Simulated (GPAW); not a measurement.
The system is AgRh.

```
CELL_PARAMETERS angstrom
2.77759 0.00000 0.00000
-1.38879 2.40546 0.00000
0.00000 0.00000 4.80860
ATOMIC_POSITIONS crystal
Ag 0.00000 0.00000 0.50000
Rh 0.66667 0.33333 0.00000
```

The cell comes from a database or a generator and needn't be the stable form of this composition.

| Item | Value |
| --- | --- |
| Program | GPAW 26.7.0 |
| Task | single point |
| Functional | PBE |
| Potentials or basis | GPAW PAW data sets (gpaw-data 1.2.1) |
| Cutoff | 600 eV |
| Basis | pw |
| k mesh | 11 × 11 × 6 |
| Occupations | fermi-dirac, width 0.05 eV |
| Spin | no spin polarisation |

On this cell: pressure -1.7 GPa; largest force under 0.003 eV/Å; band gap on the k mesh none (metal or under the smearing width).

The same run follows on a disturbed copy (atoms moved at random, drawn with an rms of 0.05 Å):

```
Ag Rh
1.0
     2.77759    0.00000    0.00000
    -1.38879    2.40546    0.00000
     0.00000    0.00000    4.80860
Ag Rh
1 1
Direct
  0.97271 0.99520 0.50345
  0.67133 0.31452 0.99114
```

Q: What changes?

A: The energy (extrapolated to zero smearing) moves by +9.3 meV/atom; pressure -1.3 GPa; largest force 0.435 eV/Å; band gap on the k mesh none (metal or under the smearing width).

Forces in eV/Å, atoms in the order of the input:
```
Ag   0.108 -0.046 -0.419
Rh  -0.108  0.046  0.419
```

Stress tensor (GPa, compression positive):
```
-0.99 -0.58 -0.32
-0.58 -1.37  0.13
-0.32  0.13 -1.45
```
